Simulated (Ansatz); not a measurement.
CH4BClO, SMILES OCBCl, an atomisation energy

With Ansatz 0.2.0, Python API.

Interactive session:
```pycon
>>> from collections import Counter
>>> import ansatz as az
>>> BASIS_SET = "def2-SVP"
>>> XC = "r2SCAN"
>>> VDW = "d4"
>>> def energy(molecule, charge=0, unpaired=0):
...     calc = (
...         molecule.calculation()
...         .basis(gaussian=BASIS_SET)
...         .functional(XC, dispersion=VDW)
...     )
...     if charge:
...         calc = calc.charge(charge)
...     if unpaired:
...         calc = calc.spin("collinear", total=unpaired)
...     return calc.run(threads=1, pin="off").report["free_energy_ev"]
...
>>> geometry = (
...     az.Crystal.molecule()
...     .atom("O", (-0.447, 1.3727, 0.0138))
...     .atom("C", (0.4645, 0.4105, 0.1631))
...     .atom("B", (-0.2669, -1.0093, 0.252))
...     .atom("Cl", (-1.1219, -1.6671, -1.163))
...     .atom("H", (-0.713, 1.4458, -0.9837))
...     .atom("H", (1.0276, 0.618, 1.102))
...     .atom("H", (1.2203, 0.418, -0.6766))
...     .atom("H", (-0.0715, -1.6457, 1.2366))
... )
>>> # Hund ground states
>>> unpaired = {"O": 2, "C": 2, "B": 1, "Cl": 1, "H": 1}
>>> counts = Counter(site.symbol for site in geometry.cartesian_sites)
>>> atom_energy = {s: energy(az.Crystal.molecule().atom(s, (0, 0, 0)), 0, unpaired[s]) for s in counts}
>>> whole = energy(geometry, 0, 0)
>>> for s, e in atom_energy.items():
...     print(f"{s:2s} x{counts[s]}  {e:14.5f} eV")
...
O  x1     -2039.86316 eV
C  x1     -1028.24726 eV
B  x1      -669.59003 eV
Cl x1    -12516.14886 eV
H  x4       -13.58417 eV
>>> print(f"CH4BClO: {whole:.5f} eV")
CH4BClO: -16338.35025 eV
>>> split = sum(counts[s] * e for s, e in atom_energy.items()) - whole
>>> print(f"atomisation energy (no zero-point term): {96.485332 * split:.1f} kJ/mol, {split / sum(counts.values()):.3f} eV an atom")
atomisation energy (no zero-point term): 2910.4 kJ/mol, 3.771 eV an atom
```

2910.4 kJ/mol from the electronic energies, without the zero-point term.

Notes:
- Total energies depend on the basis set; only differences at equal settings carry meaning.
- The geometry is a force-field or estimated start, not a minimum of this method, and the basis set is short of its limit. All parts are taken at fixed geometry, without zero-point energy.
- It ran for 11 s on 1 thread of Arm Neoverse N1, with other jobs on the host, peak memory 0.18 GiB.
